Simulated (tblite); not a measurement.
# C4H5N3Se: the cost of one run

Programs: PySCF 2.14.0 with density-fitted response routines of our own, and tblite 0.8.0. All values are computed, except where a source is named. Atoms count from 0 throughout.

### Step 1. The molecule as given

13 atoms, charge 0, multiplicity 1; geometry from: force field or distance geometry start.

Bonds of the start (Å): C0–H8 1.07, C0–H9 1.09, C0–N1 1.31, C3–C4 1.36, C3–C7 1.35, C4–H11 1.11, C4–N5 1.32, C7–H12 1.08, N1–N2 1.38, N2–C3 1.46, N2–H10 1.04, N5–Se6 1.92, Se6–C7 1.95.

### Step 2. GFN2-xTB relaxation, start minimum

Job settings and geometry (Å):

```
{"job": {"xc": "GFN2-xTB", "basis": "xTB", "kind": "relax"}, "charge": 0, "multiplicity": 1}
C      2.632100     0.150200    -0.138900
N      1.549600    -0.559800    -0.349000
N      0.598800    -0.547600     0.655400
C     -0.766600    -0.109900     0.365700
C     -1.805800    -0.990600     0.359100
N     -3.004900    -0.512100     0.072400
Se    -2.966800     1.382900    -0.245100
C     -1.056800     1.181200     0.107800
H      3.387800     0.143900    -0.899300
H      2.731900     0.741300     0.773600
H      0.756300    -0.836100     1.646700
H     -1.660700    -2.073800     0.569900
H     -0.399100     2.031000     0.076600
```

Started as:

```sh
> OMP_NUM_THREADS=1 python ens_run.py task.json out
```

The driver reads the study from task.json and runs its stages one after another.

**Question.** How long does this first job take on 1 thread of Intel Xeon at 2.50GHz, shared host?

About 2.2 s.
